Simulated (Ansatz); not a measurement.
# AsH₂+ (triplet): the correlation ladder, cc-pVTZ

The task here is to estimate one member of a computed series from the others.

Method: cc-pVTZ, core rule «outside noble gas», up to 14 orbitals frozen; program: Ansatz 0.2.0, Gaussian basis.

The runs, in order: UHF; CCSD(T) on ROHF; CCSD(T) on UHF; BCCD(T) on ROHF; CISD; CCSDT(Q) on ROHF; CCSDT(Q) on UHF; CASSCF and MRCISD+Q, 6 electrons in 6 orbitals; CASSCF and NEVPT2, 6 electrons in 6 orbitals.

22 further runs of the same task are left out: 7 that didn't finish, 15 set aside as unsound or not needed.

**The geometry**

The geometry is a PBE0/def2-TZVP stationary point (not a proven minimum) of the parent state, kept for this charge and spin. No spin-orbit coupling is included. The filled d shell of As may be among the frozen orbitals whatever the setting's name suggests; the logs give the count.

3 atoms, charge 1, spin multiplicity 3.

Atoms are counted from 1 here; the program's logs count them from 0.

Bond lengths: As1–H2 1.526 Å, As1–H3 1.526 Å. Angles: H2–As1–H3 90.7°.

The first run:

File in.yaml:

```yaml
crystal:
  periodic: [false, false, false]
  atoms:
    - {symbol: As, position_ang: [0.000000, -0.028104, 0.000000]}
    - {symbol: H, position_ang: [0.000000, 1.044500, -1.085896]}
    - {symbol: H, position_ang: [0.000000, 1.044492, 1.085904]}
basis:
  gaussian: {orbitals: cc-pVTZ}
total_charge: 1
magnetization: {spin_polarized: true, initial_magnetization: 2}
hamiltonian: {xc: hf}
output: {orbitals: {seedname: orbitals}}
```

Command:

```console
$ ansatz run in.yaml --threads 1 --pin off --events-out ev --progress --plain --max-ram 2393MiB
```

Steps of the session up to this table: UHF; CCSD(T) on ROHF; CCSD(T) on UHF; BCCD(T) on ROHF; CISD; CCSDT(Q) on ROHF; CCSDT(Q) on UHF; CASSCF and MRCISD+Q, 6 electrons in 6 orbitals; CASSCF and NEVPT2, 6 electrons in 6 orbitals.

One of the session's tables, all rows but one given; the rest of the session is left out.

| method | from UCCSDT(Q) (kcal/mol) |
| --- | --- |
| ROHF | +78.22 |
| UHF | +76.22 |
| RMP2 | +16.73 |
| UMP2 | ? |
| CISD | +4.63 |
| RCCSD | +3.01 |
| UCCSD | +2.67 |
| RCCSD(T) | +0.82 |
| UCCSD(T) | +0.53 |
| BCCD(T) | +0.82 |
| RCCSDT | +0.35 |
| UCCSDT | +0.05 |
| RCCSDT(Q) | +0.30 |
| UCCSDT(Q) | 0 |
| CASSCF valence | +53.90 |
| NEVPT2 valence | +13.97 |
| MRCISD valence | +2.92 |
| MRCISD+Q valence | +0.76 |

Estimate the missing values for UMP2.

The run gave: from UCCSDT(Q) (kcal/mol): +16.50. In the column «from UCCSDT(Q) (kcal/mol)» it lies between NEVPT2 valence (+13.97) and RMP2 (+16.73).

Limits of these values: Restricted and unrestricted rows rest on different reference determinants; where their highest levels disagree by more than a few hundredths of an eV, they describe different states and don't form one ladder.
